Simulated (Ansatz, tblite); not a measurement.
**The cluster Cd₂SCl₂: one state, many levels**

One table from this session's results is given with a row withheld; the runs are named, their logs left out.

Program: Ansatz 0.2.0, Gaussian basis. Level of theory: as each input shows. These are calculated values, not measurements.

The runs, in order: GFN1-xTB, GFN2-xTB, PBE-D4/def2-TZVP, r2SCAN-D4/def2-TZVP, r2SCAN0-D4/def2-TZVP, r2SCANh-D4/def2-TZVP, B3LYP-D4/def2-TZVP, CAM-B3LYP-D4/def2-TZVP, B2PLYP/def2-TZVP, HSE06-D4/def2-TZVP, B97M-V/def2-TZVP, PBE-D4/def2-SVP, PBE0-D4/def2-SVP, PBE0-D4/def2-TZVPD, PBE-D4/def2-TZVPD, r2SCAN-D4/def2-TZVPD, CCSD(T)/def2-SVP, MP2/def2-TZVP, RPA/def2-TZVP.

5 further runs of the same task are left out: 5 set aside as unsound or not needed.

### The geometry

The singlet was relaxed beforehand with r2SCAN-D4/def2-SVP. At that level it is the lowest of the isomers that a small search found.

5 atoms, charge 0, spin multiplicity 1.

Bond lengths: Cd1–S3 2.331 Å, Cd1–Cl4 2.288 Å, Cd2–S3 2.331 Å, Cd2–Cl5 2.288 Å. Angles: S3–Cd1–Cl4 178.7°, S3–Cd2–Cl5 178.7°, Cd1–S3–Cd2 96.0°.

Cd takes a core potential in the def2 sets. No spin-orbit coupling is included.

PBE0-D4/def2-TZVP was run before; its log isn't repeated, and its numbers join the tables.

The first run:

Tight binding, by tblite at 300 K electronic temperature and without a spin-polarisation term:

```python
tblite.interface.Calculator('GFN1-xTB', numbers, positions, charge=0, uhf=0).singlepoint()
```

Tight binding, by tblite at 300 K electronic temperature and without a spin-polarisation term:

```python
tblite.interface.Calculator('GFN2-xTB', numbers, positions, charge=0, uhf=0).singlepoint()
```

start.molden holds the orbitals of an earlier run on this state, given as this run's starting guess.

Contents of in.yaml:

```yaml
crystal:
  periodic: [false, false, false]
  atoms:
    - {symbol: Cd, position_ang: [0.679306, 0.770142, 1.424243]}
    - {symbol: Cd, position_ang: [-0.871517, -0.241148, -1.505047]}
    - {symbol: S, position_ang: [-0.631405, 1.712360, -0.256850]}
    - {symbol: Cl, position_ang: [1.963324, -0.108611, 3.102153]}
    - {symbol: Cl, position_ang: [-1.139708, -2.132733, -2.764499]}
basis:
  gaussian: {orbitals: def2-TZVP, initial_orbitals: start.molden}
hamiltonian: {xc: pbe, dispersion: d4}
scf: {omitted_lower_state_checks: [starts]}
output: {orbitals: {seedname: orbitals}}
```

On the command line:

```sh
> ansatz run in.yaml --threads 4 --pin off --events-out ev --progress --plain --max-ram 3916MiB
```

Steps of the session up to this table: PBE-D4/def2-TZVP; r2SCAN-D4/def2-TZVP; r2SCAN0-D4/def2-TZVP; r2SCANh-D4/def2-TZVP; B3LYP-D4/def2-TZVP; CAM-B3LYP-D4/def2-TZVP; B2PLYP/def2-TZVP; HSE06-D4/def2-TZVP; B97M-V/def2-TZVP; PBE-D4/def2-SVP; PBE0-D4/def2-SVP; PBE0-D4/def2-TZVPD; PBE-D4/def2-TZVPD; r2SCAN-D4/def2-TZVPD; CCSD(T)/def2-SVP; MP2/def2-TZVP; RPA/def2-TZVP.

One table of the session follows, with a row left open; its other results are not shown here.

It belongs to the step «Levels side by side». 

```
                 level  HOMO (eV)  LUMO (eV)  gap (eV)
       PBE-D4/def2-SVP      -6.47      -3.08      3.39
      PBE-D4/def2-TZVP      -6.63      -3.20      3.43
     PBE-D4/def2-TZVPD      -6.69      -3.26      3.42
   r2SCAN-D4/def2-TZVP      -6.90      -3.01      3.89
  r2SCAN-D4/def2-TZVPD          ?          ?         ?
      B97M-V/def2-TZVP      -6.92      -3.11      3.81
  r2SCANh-D4/def2-TZVP      -7.33      -2.72      4.61
    B3LYP-D4/def2-TZVP      -7.55      -2.67      4.87
      PBE0-D4/def2-SVP      -7.65      -2.29      5.36
     PBE0-D4/def2-TZVP      -7.79      -2.38      5.41
    PBE0-D4/def2-TZVPD      -7.83      -2.44      5.38
  r2SCAN0-D4/def2-TZVP      -7.97      -2.29      5.68
    HSE06-D4/def2-TZVP      -7.39      -2.75      4.65
CAM-B3LYP-D4/def2-TZVP      -9.06      -1.49      7.57
```

Q: Estimate the row for r2SCAN-D4/def2-TZVPD from the others.

**Answer.** HOMO (eV): -6.93; LUMO (eV): -3.06; gap (eV): 3.87. In the column «HOMO (eV)» it lies between r2SCANh-D4/def2-TZVP (-7.33) and B97M-V/def2-TZVP (-6.92).
